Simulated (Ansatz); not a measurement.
# HPSe: the cost of one run

The runs use Ansatz 0.2.0, Gaussian basis; def2-QZVPP, all electrons in the functionals, frozen cores in the correlation of double hybrids and RPA.

Plan: wB97M-V, B2PLYP, at charge 0, triplet; charge 0, singlet; charge 0, quintet; charge 1, doublet; charge 1, quartet.

10 further runs of the same task are left out: 10 set aside as unsound or not needed.

**1. What is computed**

The geometry is a PBE0/def2-TZVP stationary point (not a proven minimum). No spin-orbit coupling is included. The filled d shell of Se may be among the frozen orbitals whatever the setting's name suggests; the logs give the count.

3 atoms, charge 0, spin multiplicity 3.

Atoms are counted from 1 here; the program's logs count them from 0.

Bond lengths: P1–Se2 2.159 Å, P1–H3 1.427 Å. Angles: Se2–P1–H3 94.1°.

No dispersion term is added; wB97M-V holds VV10 nonlocal correlation.

The geometry shown and the zero of energy belong to the point charge 0, triplet. The yardstick, RCCSD(T), and other wave-function levels (R restricted, U unrestricted, valence and pair active spaces) come from earlier runs.

**2. wB97M-V, charge 0, triplet**

in.yaml reads:

```yaml
crystal:
  periodic: [false, false, false]
  atoms:
    - {symbol: P, position_ang: [0.000000, -0.082542, 1.533640]}
    - {symbol: Se, position_ang: [0.000000, 0.015344, -0.623292]}
    - {symbol: H, position_ang: [0.000000, 1.334500, 1.699071]}
basis:
  gaussian: {orbitals: "def2-QZVPP.json"}
magnetization: {spin_polarized: true, initial_magnetization: 2}
hamiltonian: {xc: {name: wB97M-V}}
output: {orbitals: {seedname: orbitals}}
```

Run with:

```
$ ansatz run in.yaml --threads 1 --pin off --events-out ev --progress --plain --max-ram 2393MiB
```

Q: Estimate wall time and peak memory on 1 thread of Arm Neoverse V1, shared host.

About 36 s, with a peak of 0.6 GiB.
